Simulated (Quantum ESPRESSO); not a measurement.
WS2:

```
S W
1.0
     3.18000    0.00000    0.00000
    -1.59000    2.75396    0.00000
     0.00000    0.00000   12.50000
S W
4 2
Direct
  0.33333 0.66667 0.62500
  0.66667 0.33333 0.12500
  0.33333 0.66667 0.87500
  0.66667 0.33333 0.37500
  0.33333 0.66667 0.25000
  0.66667 0.33333 0.75000
```

Base run:

```yaml
Program: Quantum ESPRESSO 7.5
Functional: PBE
Potentials_or_basis: PseudoDojo 0.4.1 SR PBE standard
Cutoff: 1007 eV
Density_cutoff: 4027 eV
k_mesh: 12 × 12 × 3
Occupations: fermi-dirac, width 0.05 eV
Spin: no spin polarisation
```

Its results: band gap on the k mesh 1.05 eV, indirect (least direct gap 1.74 eV); pressure 2.3 GPa; largest force 0.134 eV/Å; electronic dielectric tensor (diagonal) 13.78, 13.78, 5.65.

Q: The run is repeated on the same cell with these changes: functional from PBE to LDA; potentials or basis from PseudoDojo 0.4.1 SR PBE standard to PseudoDojo 0.4.1 SR LDA standard; cutoff from 1007 eV to 952 eV; density cutoff from 4027 eV to 3810 eV. What comes out?

A: Band gap on the k mesh 0.97 eV, indirect (least direct gap 1.72 eV); pressure -5.9 GPa; largest force 0.388 eV/Å; electronic dielectric tensor (diagonal) 13.96, 13.96, 5.92.

Caveats: on a mesh that holds Γ this program's dielectric tensor can be off by some percent beyond the error of the mesh; spin-orbit coupling is left out, which moves the levels of the heavy elements; an odd mesh through Γ misses points on the zone boundary, where band edges often lie; this functional lacks dispersion, which binds the layers, so the pressure and a relaxed spacing across them are unreliable (some runs); the cell is more than 3 GPa from zero pressure, which shifts response properties (some runs).
